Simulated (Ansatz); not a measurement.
**ZnHCl + H2O: a complex and its separated parts**

Aim: how far the complex at one end of a reaction step lies below its separated, relaxed parts, level by level.

The runs use Ansatz 0.2.0, Gaussian basis; PBE0-D4/def2-TZVP structures, single points in def2-TZVPP, no counterpoise correction.

Levels: SPW92, PBE-D4, BLYP-D4, r2SCAN-D4, B97M-V, PBE0-D4, B3LYP-D4, r2SCAN0-D4, BHLYP-D4, CAM-B3LYP-D4, wB97X-V, wB97M-V, B2PLYP, PBE-QIDH, RPA on PBE, Hartree-Fock, MP2, CCSD, CCSD(T).

Correlated methods freeze the cores. The 3s and 3p shells of Cu and Zn are frozen; filled d shells are correlated. B3LYP uses VWN-RPA correlation. B2PLYP carries no dispersion term here.

21 further runs of the same task are left out: 21 set aside as unsound or not needed.

**1. Starting geometry**

The complex: 6 atoms, charge 0, spin multiplicity 1.

Atoms are counted from 1 here; the program's logs count them from 0.

Bond lengths: Zn1–O2 2.210 Å, Zn1–Cl3 2.160 Å, Zn1–H5 1.536 Å, O2–H4 0.961 Å, O2–H6 0.966 Å. Angles: O2–Zn1–Cl3 89.0°, O2–Zn1–H5 111.2°, Cl3–Zn1–H5 159.8°, Zn1–O2–H4 125.8°, Zn1–O2–H6 102.3°, H4–O2–H6 108.3°.

Geometry (Å):

```mol
ClH3OZn
  3D, bonds by distance, orders not assigned

  6  5  0  0  0  0  0  0  0  0999 V2000
   -0.0519    0.8627   -0.7873 Zn  0  0
    0.1650   -0.4580    0.9717 O   0  0
   -1.6909   -0.3703   -1.4634 Cl  0  0
    0.9910   -0.8166    1.3074 H   0  0
    1.0048    1.9770   -0.7773 H   0  0
   -0.4179   -1.1949    0.7489 H   0  0
  1  2  8  0
  1  3  8  0
  1  5  8  0
  2  4  8  0
  2  6  8  0
M  END
```

Its parts: ZnHCl holds atoms 1, 3, 5; H2O holds atoms 2, 4, 6. Each part counts its atoms afresh in its own runs.

**2. Relaxing ZnHCl alone**

Contents of relax-a/in.yaml:

```yaml
crystal:
  periodic: [false, false, false]
  atoms:
    - {symbol: Zn, position_ang: [-0.051889, 0.862736, -0.787343]}
    - {symbol: Cl, position_ang: [-1.690898, -0.370257, -1.463397]}
    - {symbol: H, position_ang: [1.004782, 1.977019, -0.777298]}
basis:
  gaussian: {orbitals: def2-TZVP}
hamiltonian: {xc: pbe0, dispersion: d4}
relax: {f_tol: 0.005, max_steps: 200}
```

The command line of these runs was not kept.

Log, cut to the lines that bear on the results:

```text
Functional definition: PBE0
  name "PBE0"
  cite "Adamo & Barone, J. Chem. Phys. 110, 6158 (1999) doi:10.1063/1.478522"
  cite "Perdew, Burke & Ernzerhof, Phys. Rev. Lett. 77, 3865 (1996) doi:10.1103/PhysRevLett.77.3865"
  parent pbe
[...]
733 factors; integrals over basis functions are off by at most 5.6e-4 eV
[...]
mean field -60949.35508376 eV, -2239.8474863716 hartree, gradient 2.6e-5 eV, S^2 0.000000; 0 other end points of the search recorded, 0 dependent functions left out
[...]
reference -60949.35511221 eV, -2239.8474874170 hartree; 24, 24 occupied and 67, 67 virtual orbitals, 733 factors
relax step   1: F+E_penalty+E_count = -60949.38869425 eV  Δ(F+E_penalty+E_count) = +0.000e0 eV  max|allowed force component| = 7.189e-1 eV/Å  Δτ_max = 0.0000 Å  (27 SCF iters, accepted)
[...]
relax step   4: F+E_penalty+E_count = -60949.50595926 eV  Δ(F+E_penalty+E_count) = -8.900e-4 eV  max|allowed force component| = 2.293e-2 eV/Å  Δτ_max = 0.0070 Å  (26 SCF iters, accepted)
[...]
relax step   5: F+E_penalty+E_count = -60949.50598577 eV  Δ(F+E_penalty+E_count) = -2.652e-5 eV  max|allowed force component| = 1.805e-3 eV/Å  Δτ_max = 0.0013 Å  (21 SCF iters, accepted)
733 factors; integrals over basis functions are off by at most 4.5e-4 eV
mean field -60949.47219724 eV, -2239.8517902126 hartree, gradient 4.8e-5 eV, S^2 0.000000; 1 other end points of the search recorded, 0 dependent functions left out
[...]
reference -60949.47222556 eV, -2239.8517912532 hartree; 24, 24 occupied and 67, 67 virtual orbitals, 733 factors
Total energy: -60949.50601409 eV, -2239.8530329588 hartree
Atom 0 at    -0.101977     0.947428    -0.971159 Å, force     0.001297     0.001130     0.000329 eV/Å
Atom 1 at    -1.662595    -0.399082    -1.384903 Å, force     0.000508     0.000434     0.000141 eV/Å
Atom 2 at     1.026567     1.921152    -0.671976 Å, force    -0.001805    -0.001564    -0.000470 eV/Å
Dipole moment:     0.269989     0.232946     0.071582 e Å
```

It took 4.4 s on 4 threads, shared host; peak memory 0.15 GiB.

The steps of the relaxation:

```csv
step,energy from step 1 (eV),largest force component (eV/Å)
1,0.0000,0.7189
2,-0.0939,0.2980
3,-0.1164,0.1543
4,-0.1173,0.0229
5,-0.1173,0.0018
```

Close pairs (by a distance rule), those that changed most:

```csv
bond,before (Å),after (Å),change (Å)
Zn1–Cl2,2.160,2.102,-0.057
Zn1–H3,1.536,1.520,-0.015
```

**3. Relaxing H2O alone**

Contents of relax-b/in.yaml:

```yaml
crystal:
  periodic: [false, false, false]
  atoms:
    - {symbol: O, position_ang: [0.164992, -0.458018, 0.971720]}
    - {symbol: H, position_ang: [0.991001, -0.816618, 1.307386]}
    - {symbol: H, position_ang: [-0.417888, -1.194862, 0.748932]}
basis:
  gaussian: {orbitals: def2-TZVP}
hamiltonian: {xc: pbe0, dispersion: d4}
relax: {f_tol: 0.005, max_steps: 200}
```

Log, cut to the lines that bear on the results:

```text
[... 5 set-up lines as earlier in the session ...]
[...]
239 factors; their error is unknown
[...]
mean field -2078.32454715 eV, -76.3770183687 hartree, gradient 1.5e-5 eV, S^2 0.000000; 0 other end points of the search recorded, 0 dependent functions left out
[...]
reference -2078.32456110 eV, -76.3770188813 hartree; 5, 5 occupied and 38, 38 virtual orbitals, 239 factors
relax step   1: F+E_penalty+E_count = -2078.32879577 eV  Δ(F+E_penalty+E_count) = +0.000e0 eV  max|allowed force component| = 4.235e-1 eV/Å  Δτ_max = 0.0000 Å  (23 SCF iters, accepted)
[...]
relax step   3: F+E_penalty+E_count = -2078.33730599 eV  Δ(F+E_penalty+E_count) = -2.083e-3 eV  max|allowed force component| = 4.540e-2 eV/Å  Δτ_max = 0.0094 Å  (26 SCF iters, accepted)
[...]
relax step   4: F+E_penalty+E_count = -2078.33733263 eV  Δ(F+E_penalty+E_count) = -2.664e-5 eV  max|allowed force component| = 9.214e-5 eV/Å  Δτ_max = 0.0009 Å  (27 SCF iters, accepted)
239 factors; their error is unknown
mean field -2078.33307680 eV, -76.3773318278 hartree, gradient 1.2e-5 eV, S^2 0.000000; 1 other end points of the search recorded, 0 dependent functions left out
[...]
reference -2078.33309081 eV, -76.3773323424 hartree; 5, 5 occupied and 38, 38 virtual orbitals, 239 factors
Total energy: -2078.33734663 eV, -76.3774887412 hartree
Atom 0 at     0.160652    -0.445511     0.969805 Å, force     0.000034    -0.000032     0.000014 eV/Å
Atom 1 at     0.975754    -0.828151     1.301448 Å, force     0.000058     0.000047     0.000023 eV/Å
Atom 2 at    -0.398300    -1.195835     0.756785 Å, force    -0.000092    -0.000015    -0.000037 eV/Å
Dipole moment:     0.094449    -0.417754     0.043739 e Å
```

Run time: 0.55 s. Hardware: 4 threads, shared host.

Step by step:

```csv
step,energy from step 1 (eV),largest force component (eV/Å)
1,0.0000,0.4235
2,-0.0064,0.1689
3,-0.0085,0.0454
4,-0.0085,0.0001
```

Close pairs (by a distance rule), those that changed most:

```csv
bond,before (Å),after (Å),change (Å)
O1–H3,0.966,0.960,-0.006
O1–H2,0.961,0.960,-0.001
```

**4. wB97M-V/def2-TZVPP**

Contents of parta/in.yaml:

```yaml
crystal:
  periodic: [false, false, false]
  atoms:
    - {symbol: Zn, position_ang: [-0.101977, 0.947428, -0.971159]}
    - {symbol: Cl, position_ang: [-1.662595, -0.399082, -1.384903]}
    - {symbol: H, position_ang: [1.026567, 1.921152, -0.671976]}
basis:
  gaussian: {orbitals: def2-TZVPP}
hamiltonian: {xc: {name: wB97M-V}}
```

Contents of partb/in.yaml:

```yaml
crystal:
  periodic: [false, false, false]
  atoms:
    - {symbol: O, position_ang: [0.160652, -0.445511, 0.969805]}
    - {symbol: H, position_ang: [0.975754, -0.828151, 1.301448]}
    - {symbol: H, position_ang: [-0.398300, -1.195835, 0.756785]}
basis:
  gaussian: {orbitals: def2-TZVPP}
hamiltonian: {xc: {name: wB97M-V}}
```

Output in parta, cut to the lines that bear on the results:

```text
Functional definition: wB97M-V
  name "wB97M-V"
  cite "Mardirossian & Head-Gordon, J. Chem. Phys. 144, 214110 (2016) doi:10.1063/1.4952647"
  cite "Becke, J. Chem. Phys. 107, 8554 (1997) doi:10.1063/1.475007"
  cite "Vydrov & Van Voorhis, J. Chem. Phys. 133, 244103 (2010) doi:10.1063/1.3521275"
  # Of w^i u^j: cxij and so on, Table III.
[...]
  gx(w, u) = 1 - cx + cx01*u + cx10*w
  gss(w, u) = css00 + css04*u^4 + css10*w + css20*w^2 + css43*w^4*u^3
  gos(w, u) = cos00 + cos10*w + (cos20 + cos21*u)*w^2 + (cos60 + cos61*u)*w^6
[...]
      + integral(e_c_pw_mod_opposite_spin*gos(b97_w_opposite, b97_u_opposite)) + vv10(b, c)
905 factors; their error is unknown
129 factors; integrals over basis functions are off by at most 4.1e-5 eV
[...]
mean field -60957.09710361 eV, -2240.1320003532 hartree, gradient 5.7e-5 eV, S^2 0.000000; 0 other end points of the search recorded, 0 dependent functions left out
reference -60957.09714803 eV, -2240.1320019857 hartree; 24, 24 occupied and 96, 96 virtual orbitals, 905 factors
Total energy: -60957.09714803 eV, -2240.1320019857 hartree
```

Log of partb, cut to the lines that bear on the results:

```text
[... 5 set-up lines as earlier in the session ...]
  # Of w^i u^j: cxij and so on, Table III.
[...]
  gx(w, u) = 1 - cx + cx01*u + cx10*w
  gss(w, u) = css00 + css04*u^4 + css10*w + css20*w^2 + css43*w^4*u^3
  gos(w, u) = cos00 + cos10*w + (cos20 + cos21*u)*w^2 + (cos60 + cos61*u)*w^6
[...]
      + integral(e_c_pw_mod_opposite_spin*gos(b97_w_opposite, b97_u_opposite)) + vv10(b, c)
269 factors; their error is unknown
69 factors; integrals over basis functions are off by at most 2.2e-5 eV
[...]
mean field -2079.85938246 eV, -76.4334225260 hartree, gradient 2.9e-5 eV, S^2 0.000000; 0 other end points of the search recorded, 0 dependent functions left out
reference -2079.85940447 eV, -76.4334233349 hartree; 5, 5 occupied and 54, 54 virtual orbitals, 269 factors
Total energy: -2079.85940447 eV, -76.4334233349 hartree
```

Wall times: 1.9 s (parta), 0.35 s (partb) on 4 threads, shared host; peak memory 0.28 GiB.

**5. CCSD(T)/def2-TZVPP**

parta/in.yaml: that of step 4 with these lines changed.

```diff
@@ -8,2 +8,2 @@
   gaussian: {orbitals: def2-TZVPP}
-hamiltonian: {xc: {name: wB97M-V}}
+correlation: {method: ccsd_t, frozen_orbitals: {Cl: 5, H: 0, Zn: 9}}
```

partb/in.yaml: that of step 4 with these lines changed.

```diff
@@ -8,2 +8,2 @@
   gaussian: {orbitals: def2-TZVPP}
-hamiltonian: {xc: {name: wB97M-V}}
+correlation: {method: ccsd_t}
```

Log of parta, cut to the lines that bear on the results:

```text
Functional definition: HF
  name "HF"
  cite "Fock, Z. Phys. 61, 126 (1930) doi:10.1007/BF01340294"
[... 1 set-up line as earlier in the session ...]
[...]
777 factors; integrals over basis functions are off by at most 1.2e-3 eV
[...]
mean field -60897.61810995 eV, -2237.9461876524 hartree, gradient 2.0e-6 eV, S^2 0.000000; 0 other end points of the search recorded, 0 dependent functions left out
14 core orbitals not correlated: weight in the atoms' cores, before any rotation towards them, 1.000 or more for the frozen orbitals, at most 0.000 for the correlated occupied ones
reference -60897.61810995 eV, -2237.9461876524 hartree; 10, 10 occupied and 96, 96 virtual orbitals, 777 factors
second order -19.00217999 eV of doubles, -0.00000000 eV of singles
cycle   1  -17.67393273 eV  change     1.3e0 eV  update   1.1e-1
[...]
cycle  10  -18.30257120 eV  change   -1.5e-5 eV  update   5.8e-6
perturbative correction -0.60245330 eV, -0.0221397505 hartree
Total energy: -60916.52313445 eV, -2238.6409344886 hartree
```

Log of partb, cut to the lines that bear on the results:

```text
[... 4 set-up lines as earlier in the session ...]
[...]
361 factors; integrals over basis functions are off by at most 7.6e-4 eV
[...]
mean field -2069.76241253 eV, -76.0623657252 hartree, gradient 3.6e-6 eV, S^2 0.000000; 0 other end points of the search recorded, 0 dependent functions left out
1 core orbitals not correlated: weight in the atoms' cores, before any rotation towards them, 1.000 or more for the frozen orbitals, at most 0.000 for the correlated occupied ones
reference -2069.76241253 eV, -76.0623657252 hartree; 4, 4 occupied and 54, 54 virtual orbitals, 361 factors
second order -7.10556540 eV of doubles, -0.00000000 eV of singles
cycle   1  -7.11162732 eV  change   -6.1e-3 eV  update   4.1e-2
[...]
cycle   8  -7.26608289 eV  change    3.4e-6 eV  update   7.2e-6
perturbative correction -0.20740316 eV, -0.0076219255 hartree
Total energy: -2077.23589858 eV, -76.3370112718 hartree
```

Times: 1.8 s (parta), 0.2 s (partb) on 4 threads, shared host; peak memory 0.4 GiB.

**6. Vibrations of ZnHCl**

Contents of vib-parta/in.yaml:

```yaml
crystal:
  periodic: [false, false, false]
  atoms:
    - {symbol: Zn, position_ang: [-0.101977, 0.947428, -0.971159]}
    - {symbol: Cl, position_ang: [-1.662595, -0.399082, -1.384903]}
    - {symbol: H, position_ang: [1.026567, 1.921152, -0.671976]}
basis:
  gaussian: {orbitals: def2-TZVP}
hamiltonian: {xc: pbe0, dispersion: d4}
phonons: {temperatures: {t_min: 298.15, t_max: 900, t_step: 200}}
```

Log, cut to the lines that bear on the results:

```text
[... 5 set-up lines as earlier in the session ...]
[...]
735 factors; integrals over basis functions are off by at most 4.5e-4 eV
[...]
mean field -60949.47219729 eV, -2239.8517902142 hartree, gradient 5.3e-5 eV, S^2 0.000000; 0 other end points of the search recorded, 0 dependent functions left out
[...]
reference -60949.47222560 eV, -2239.8517912548 hartree; 24, 24 occupied and 67, 67 virtual orbitals, 735 factors
[... from here to the last solve, the lines of the solves are left out (17 solves) ...]
735 factors; integrals over basis functions are off by at most 4.4e-4 eV
mean field -60949.47214235 eV, -2239.8517881953 hartree, gradient 9.4e-7 eV, S^2 0.000000; 0 other end points of the search recorded, 0 dependent functions left out
[...]
reference -60949.47217067 eV, -2239.8517892361 hartree; 24, 24 occupied and 67, 67 virtual orbitals, 735 factors
Total energy: -60949.50601414 eV, -2239.8530329606 hartree
Atom 0 at    -0.101977     0.947428    -0.971159 Å, force     0.001305     0.001137     0.000332 eV/Å
Atom 1 at    -1.662595    -0.399082    -1.384903 Å, force     0.000501     0.000427     0.000138 eV/Å
Atom 2 at     1.026567     1.921152    -0.671976 Å, force    -0.001805    -0.001564    -0.000471 eV/Å
Dipole moment:     0.269989     0.232945     0.071581 e Å
Vibrations: 422.59 444.81 444.81 1977.51 cm⁻¹, zero-point energy 0.203937 eV
```

Wall time 9.5 s (4 threads, shared host); peak memory 0.16 GiB.

The modes, with what each moves most:

```csv
mode,wavenumber (cm⁻¹),character
1,423,Zn–Cl stretch
2,445,bend
3,445,bend
4,1978,Zn–H stretch
```

Vibrational sums (real modes only):

```csv
T (K),entropy (J/mol/K),heat capacity (J/mol/K)
298,10.5,17.5
498,20.9,22.8
698,29.1,25.7
898,35.8,27.8
```

**7. Vibrations of H2O**

Contents of vib-partb/in.yaml:

```yaml
crystal:
  periodic: [false, false, false]
  atoms:
    - {symbol: O, position_ang: [0.160652, -0.445511, 0.969805]}
    - {symbol: H, position_ang: [0.975754, -0.828151, 1.301448]}
    - {symbol: H, position_ang: [-0.398300, -1.195835, 0.756785]}
basis:
  gaussian: {orbitals: def2-TZVP}
hamiltonian: {xc: pbe0, dispersion: d4}
phonons: {temperatures: {t_min: 298.15, t_max: 900, t_step: 200}}
```

Log, cut to the lines that bear on the results:

```text
[... 5 set-up lines as earlier in the session ...]
[...]
239 factors; their error is unknown
[...]
mean field -2078.33307681 eV, -76.3773318279 hartree, gradient 1.2e-5 eV, S^2 0.000000; 0 other end points of the search recorded, 0 dependent functions left out
[...]
reference -2078.33309081 eV, -76.3773323425 hartree; 5, 5 occupied and 38, 38 virtual orbitals, 239 factors
[...]
239 factors; their error is unknown
[...]
mean field -2078.33296321 eV, -76.3773276533 hartree, gradient 1.2e-6 eV, S^2 0.000000; 0 other end points of the search recorded, 0 dependent functions left out
[...]
reference -2078.33297719 eV, -76.3773281670 hartree; 5, 5 occupied and 38, 38 virtual orbitals, 239 factors
[...]
mean field -2078.33306119 eV, -76.3773312539 hartree, gradient 1.2e-6 eV, S^2 0.000000; 0 other end points of the search recorded, 0 dependent functions left out
[...]
reference -2078.33307518 eV, -76.3773317681 hartree; 5, 5 occupied and 38, 38 virtual orbitals, 239 factors
[...]
239 factors; their error is unknown
mean field -2078.33305759 eV, -76.3773311215 hartree, gradient 1.2e-6 eV, S^2 0.000000; 0 other end points of the search recorded, 0 dependent functions left out
[...]
reference -2078.33307160 eV, -76.3773316367 hartree; 5, 5 occupied and 38, 38 virtual orbitals, 239 factors
Total energy: -2078.33734664 eV, -76.3774887413 hartree
Atom 0 at     0.160652    -0.445511     0.969805 Å, force     0.000011    -0.000047     0.000005 eV/Å
Atom 1 at     0.975754    -0.828151     1.301448 Å, force     0.000069     0.000043     0.000027 eV/Å
Atom 2 at    -0.398300    -1.195835     0.756785 Å, force    -0.000079     0.000004    -0.000032 eV/Å
Dipole moment:     0.094449    -0.417754     0.043739 e Å
Vibrations: 1622.88 3851.67 3959.38 cm⁻¹, zero-point energy 0.584829 eV
```

Run time: 0.66 s. Hardware: 4 threads, shared host.

The modes, with what each moves most:

```csv
mode,wavenumber (cm⁻¹),character
1,1623,bend
2,3852,O–H stretch
3,3959,O–H stretch
```

Vibrational sums (real modes only):

```csv
T (K),entropy (J/mol/K),heat capacity (J/mol/K)
298,0.0,0.2
498,0.4,1.7
698,1.4,3.9
898,2.6,6.1
```

**8. Complex less separated parts**

The complex's own energies come from single points at the same levels. Levels not printed above were run the same way.

Rows are in def2-TZVPP; times add the 3 runs of a level on a shared host, so small differences are noise.

Differences are taken before rounding.

```csv
method,rung,complex less parts (kcal/mol),from CCSD(T) (kcal/mol),time
SPW92,LDA,-16.5,-5.2,1.1 s
PBE-D4,GGA,-11.3,+0.1,1.6 s
BLYP-D4,GGA,-10.1,+1.3,1.7 s
r2SCAN-D4,meta-GGA,-13.0,-1.7,4 s
B97M-V,meta-GGA,-12.4,-1.0,6.6 s
PBE0-D4,hybrid,-12.0,-0.6,2.4 s
B3LYP-D4,hybrid,-11.1,+0.2,2.1 s
r2SCAN0-D4,hybrid,-13.4,-2.0,4.2 s
BHLYP-D4,hybrid,-12.6,-1.2,2.1 s
CAM-B3LYP-D4,range-separated hybrid,-12.4,-1.0,2.7 s
wB97X-V,range-separated hybrid,-12.3,-1.0,5.8 s
wB97M-V,range-separated hybrid,-12.5,-1.1,6.5 s
B2PLYP,double hybrid,-10.4,+0.9,3.7 s
PBE-QIDH,double hybrid,-12.0,-0.6,3.7 s
RPA on PBE,RPA,-9.6,+1.8,3.4 s
Hartree-Fock,wavefunction,-10.0,+1.3,
MP2,wavefunction,-11.1,+0.2,
CCSD,wavefunction,-11.1,+0.3,
CCSD(T),wavefunction,-11.4,0,26 s
```

Among the levels timed on like hardware and quicker than the yardstick, those that no quicker one beats, quickest first: SPW92 (1.1 s, -5.2 kcal/mol); PBE-D4 (1.6 s, +0.1 kcal/mol).

PBE-D4 reaches 0.1 kcal/mol from the reference in 1.6 s, where CCSD(T) took 26 s; the quickest level in the cost chart, SPW92, takes 1.1 s and misses by 5.2 kcal/mol.

The complex's zero-point energy, from a separate PBE0-D4 run, is 0.864 eV.

**9. What came out**

| quantity | value |
| --- | --- |
| complex less parts, CCSD(T)/def2-TZVPP | -11.4 kcal/mol |
| with zero-point energy | -9.6 kcal/mol |
| largest T1 diagnostic | 0.014 |

What this shows: At CCSD(T) the complex lies 11.4 kcal/mol below its parts. PBE-D4 is the best functional here (+0.1 kcal/mol from CCSD(T)); SPW92 is the worst (-5.2 kcal/mol). Mean unsigned error by rung: LDA 5.2, GGA 0.7, meta-GGA 1.3, hybrid 1.0, range-separated hybrid 1.0, double hybrid 0.8 kcal/mol. PBE-D4 gives a relative energy 0.1 kcal/mol too high, inside chemical accuracy (1 kcal/mol). No counterpoise was applied, and triple zeta lacks some correlation, so the CCSD(T) reference has a basis error of its own, and close matches with it are partly luck.
